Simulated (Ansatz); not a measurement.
# Y2Si3O: the cost of one run

Computed with Ansatz 0.2.0 (DFT PBE, scalar-relativistic, plane waves, PAW, unless a step's input says otherwise).

3 further runs of the same task are left out: 2 that didn't finish, 1 set aside as unsound or not needed.

**1. The system as given**

The structure is tetragonal, space group P-4m2 (No. 115). The conventional cell has a = 3.504 Å, b = 3.504 Å, c = 7.687 Å, α = 90.00°, β = 90.00°, γ = 90.00°. Y (site symmetry 2mm) has 7 Si at 2.63 to 2.77 Å and 2 O at 2.67 Å as nearest neighbours. Around Si (site symmetry -4m2) lie 4 O at 2.48 Å and 4 Y at 2.67 Å. Si (site symmetry 2mm) is surrounded by 5 Y at 2.63 to 2.77 Å. O (site symmetry -4m2) has 4 Si at 2.48 Å and 4 Y at 2.67 Å as nearest neighbours.

Coordinates:

```xyz
6
Lattice="3.5040 0.0000 0.0000 0.0000 3.5040 0.0000 0.0000 0.0000 7.6866" Properties=species:S:1:pos:R:3 pbc="T T T"
Y     0.0000    1.7520    5.6668
Y     1.7520    0.0000    2.0198
Si    1.7520    1.7520    0.0000
Si    0.0000    1.7520    2.9009
Si    1.7520    0.0000    4.7857
O     0.0000    0.0000    0.0000
```

The cell is invented: species swapped into a database cell of Hf2CuSb3 (P-4m2, No. 115), with Y on the Hf sites, O on the Cu sites and Si on the Sb sites. Its size is a rough estimate.

**2. A first look at the guess**

File input.yaml:

```yaml
crystal:
  lattice:
    - [3.50397259, 0.0, 0.0]
    - [0.0, 3.50397259, 0.0]
    - [0.0, 0.0, 7.68656597]
  atoms:
    - { symbol: "Y", position: [0.0, 0.5, 0.73723203] }
    - { symbol: "Y", position: [0.5, 0.0, 0.26276797] }
    - { symbol: Si, position: [0.5, 0.5, 0.0] }
    - { symbol: Si, position: [0.0, 0.5, 0.37740001] }
    - { symbol: Si, position: [0.5, 0.0, 0.62259999] }
    - { symbol: O, position: [0.0, 0.0, 0.0] }
basis:
  ecutwfc: 420
kpoints:
  mp_grid: { grid: [6, 6, 2] }
hamiltonian:
  xc: pbe
scf:
  occupations: { method: gaussian, width: 0.1 }
  lower_state_search: "off"
output:
  forces: true
  stress: true
  eigenvalues: true
```

Launch:

```console
$ ansatz run input.yaml --threads 1 --pin off --max-ram 2560MiB --backend cpu --events-out ev --progress --plain --runs-dir out
```

Q: Estimate wall time and peak memory on 1 thread of Intel Xeon Platinum 8488C (Sapphire Rapids), shared host.

About 2.7 s, with a peak of 0.39 GiB.
